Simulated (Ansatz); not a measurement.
# CH8Si2Te: up Jacob's ladder to CCSD(T)

An exercise on one series of results from a longer session: the logs are not shown, and one member is left open.

Program: Ansatz 0.2.0, Gaussian basis. Level of theory: functionals in def2-TZVPP, the program's frozen cores in correlated methods. These are calculated values, not measurements.

Levels to be run: PBE-D4, r2SCAN-D4, PBE0-D4, B3LYP-D4, ωB97X-V, ωB97M-V, B2PLYP; CCSD(T)/def2-TZVPP; MP2/def2-QZVPP; extrapolation to the limit.

### The geometry

All runs share one geometry, relaxed beforehand with PBE0-D4 in a triple-zeta def2 set. Te takes the def2 core potential; no spin-orbit term is included.

12 atoms, charge 0, spin multiplicity 1.

Atoms are counted from 1 here; the program's logs count them from 0.

Bond lengths: Si1–C2 1.878 Å, Si1–H5 1.484 Å, Si1–H6 1.489 Å, Si1–H7 1.488 Å, C2–Si3 1.867 Å, C2–H8 1.096 Å, C2–H9 1.094 Å, Si3–Te4 2.499 Å, Si3–H10 1.486 Å, Si3–H11 1.486 Å, Te4–H12 1.659 Å. Angles: C2–Si1–H5 110.7°, C2–Si1–H6 109.8°, C2–Si1–H7 110.3°, H5–Si1–H6 108.6°, H5–Si1–H7 109.0°, H6–Si1–H7 108.3°, Si1–C2–Si3 114.5°, Si1–C2–H8 109.2°, Si1–C2–H9 109.0°, Si3–C2–H8 107.5°, Si3–C2–H9 109.4°, H8–C2–H9 107.0°, C2–Si3–Te4 112.8°, C2–Si3–H10 110.4°, C2–Si3–H11 111.0°, Te4–Si3–H10 103.4°, Te4–Si3–H11 109.9°, H10–Si3–H11 109.1° and more.

The first run:

in.yaml reads:

```yaml
crystal:
  periodic: [false, false, false]
  atoms:
    - {symbol: Si, position_ang: [-0.388673, 1.677779, 0.053978]}
    - {symbol: C, position_ang: [-0.143941, 0.050956, 0.959025]}
    - {symbol: Si, position_ang: [0.868857, -1.209864, 0.026097]}
    - {symbol: Te, position_ang: [0.102197, -1.515497, -2.332842]}
    - {symbol: H, position_ang: [-1.484823, 1.565958, -0.939503]}
    - {symbol: H, position_ang: [-0.736875, 2.749361, 1.026919]}
    - {symbol: H, position_ang: [0.862875, 2.071564, -0.646985]}
    - {symbol: H, position_ang: [0.364159, 0.241278, 1.911811]}
    - {symbol: H, position_ang: [-1.123507, -0.374891, 1.197823]}
    - {symbol: H, position_ang: [2.270052, -0.738150, -0.124694]}
    - {symbol: H, position_ang: [0.869840, -2.518170, 0.731580]}
    - {symbol: H, position_ang: [-1.383061, -2.055523, -1.829209]}
basis:
  gaussian: {orbitals: def2-TZVPP}
hamiltonian: {xc: pbe, dispersion: d4}
output: {forces: true, orbitals: {seedname: orbitals}}
```

Started as:

```console
$ ansatz run in.yaml --threads 4 --pin off --events-out ev --progress --plain --max-ram 10444MiB
```

Steps of the session up to this table: PBE-D4 (GGA); r2SCAN-D4 (meta-GGA); PBE0-D4 (hybrid); B3LYP-D4 (hybrid); ωB97X-V (range-separated); ωB97M-V (range-separated); B2PLYP (double hybrid); CCSD(T) in def2-TZVPP; MP2 in def2-QZVPP.

One table of the session follows, with a row left open; its other results are not shown here.

It belongs to the step «Atomisation energies». 

```
            method  atomisation energy (kJ/mol)
            PBE-D4                            ?
         r2SCAN-D4                       3695.3
           PBE0-D4                       3672.9
          B3LYP-D4                       3696.4
           ωB97X-V                       3725.5
           ωB97M-V                       3696.9
            B2PLYP                       3639.5
     HF/def2-TZVPP                       2775.0
    MP2/def2-TZVPP                       3601.0
   CCSD/def2-TZVPP                       3573.9
CCSD(T)/def2-TZVPP                       3615.3
           MP2/CBS                       3705.3
       CCSD(T)/CBS                       3719.5
```

Q: Estimate the row for PBE-D4 from the others.

**Answer.** atomisation energy (kJ/mol): 3685.9. In the column «atomisation energy (kJ/mol)» it lies between PBE0-D4 (3672.9) and r2SCAN-D4 (3695.3).
